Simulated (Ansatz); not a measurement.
# Cl2H2OSi: the cost of one run

Computed with Ansatz 0.2.0, Gaussian basis. Level: PBE0-D4/def2-SVP.

16 further runs of the same task are left out: 16 set aside as unsound or not needed.

### 1 The system as given

The first end: 6 atoms, charge 0, spin multiplicity 1.

Atoms are counted from 1 here; the program's logs count them from 0.

Bond lengths: Si1–Cl2 2.144 Å, Si1–Cl3 2.143 Å, H4–O5 0.970 Å, O5–H6 0.970 Å. Angles: Cl2–Si1–Cl3 100.1°, H4–O5–H6 106.5°.

Coordinates:

```xyz
6
charge 0, multiplicity 1
Si    0.1911   -1.3048    0.0305
Cl    1.4749   -0.4017   -1.4292
Cl   -1.7237   -0.8561   -0.8220
H    -0.7800    0.8941    0.7672
O     0.1059    0.5597    0.9752
H     0.7318    1.1087    0.4784
```

The second end:

```
Si    0.00605   -0.33913    0.15864
Cl    1.67418   -0.83208   -0.91000
Cl   -1.61681   -0.90192   -0.94472
H     0.00788   -1.05237    1.44033
O    -0.03139    1.24739    0.48928
H    -0.03991    1.87801   -0.23343
```

### 2 The band at PBE0-D4/def2-SVP

The input, neb/in.yaml:

```yaml
crystal:
  periodic: [false, false, false]
  atoms:
    - {symbol: Si, position_ang: [0.191065, -1.304807, 0.030497]}
    - {symbol: Cl, position_ang: [1.474945, -0.401655, -1.429209]}
    - {symbol: Cl, position_ang: [-1.723702, -0.856065, -0.822034]}
    - {symbol: H, position_ang: [-0.780040, 0.894078, 0.767187]}
    - {symbol: O, position_ang: [0.105893, 0.559692, 0.975245]}
    - {symbol: H, position_ang: [0.731841, 1.108657, 0.478415]}
basis:
  gaussian: {orbitals: def2-SVP}
hamiltonian: {xc: pbe0, dispersion: d4}
neb:
  images: 5
  climbing: true
  max_iterations: 40
  initial_path: idpp
  final_atoms:
    - {symbol: Si, position_ang: [0.006052, -0.339126, 0.158642]}
    - {symbol: Cl, position_ang: [1.674181, -0.832085, -0.910003]}
    - {symbol: Cl, position_ang: [-1.616811, -0.901921, -0.944721]}
    - {symbol: H, position_ang: [0.007880, -1.052368, 1.440329]}
    - {symbol: O, position_ang: [-0.031393, 1.247394, 0.489280]}
    - {symbol: H, position_ang: [-0.039908, 1.878006, -0.233427]}
```

Command:

```
$ ansatz run in.yaml --threads 2 --pin off --events-out ev --progress --plain --max-ram 4352MiB
```

**Question.** How long does this run take on 2 threads of Arm Neoverse V2, shared host?

About 2 min.
